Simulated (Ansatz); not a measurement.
The system is Bi2TeSe2 (Skippenite).

```
CELL_PARAMETERS angstrom
2.09150 1.20753 9.71233
-2.09150 1.20753 9.71233
0.00000 -2.41506 9.71233
ATOMIC_POSITIONS crystal
Bi 0.60194 0.60194 0.60194
Bi 0.39806 0.39806 0.39806
Te 0.00000 0.00000 0.00000
Se 0.78840 0.78840 0.78840
Se 0.21160 0.21160 0.21160
```

| Quantity | Value |
| --- | --- |
| Program | Ansatz 0.2.0 |
| Task | relaxation of cell and atoms |
| Functional | RPBE |
| Dispersion | D4 |
| Potentials or basis | Ansatz PAW |
| Cutoff | 420 eV (not typed: the program's choice for these potentials) |
| k mesh | 7 × 7 × 7 |
| Occupations | fermi-dirac, width 0.05 eV |
| Spin | no spin polarisation |

At the start: volume 29.43 Å³/atom.

**Question.** How do energy, volume and symmetry change on relaxing?

**Answer.** It ends after 7 steps and the volume is 29.16 Å³/atom (-0.9 %); space group R-3m (No. 166, to 0.05 Å).

Step by step:
```
step  energy change (eV)  largest force (eV/Å)  volume (Å³)
   1              0.0000                1.8116       147.17
   2             -0.3090                0.4760       150.46
   3             -0.3658                0.0852       144.69
   4             -0.3724                0.0429       146.27
   5             -0.3733                0.0288       145.64
   6             -0.3734                0.0010       145.78
   7             -0.3732                0.0010       145.78
```

Final structure:
```
Bi Te Se
1.0
     2.10474    1.21517    9.49984
    -2.10474    1.21517    9.49984
     0.00000   -2.43034    9.49984
Bi Te Se
2 1 2
Direct
  0.59293 0.59293 0.59293
  0.40707 0.40707 0.40707
  0.00000 0.00000 0.00000
  0.79409 0.79409 0.79409
  0.20591 0.20591 0.20591
```

Caveat: the plane-wave basis is chosen anew once the cell has moved, so the energies of steps on either side of that aren't comparable; the PAW data sets come from PBE, with cores solved anew for the run's functional, which leaves a small shift of forces and pressure.
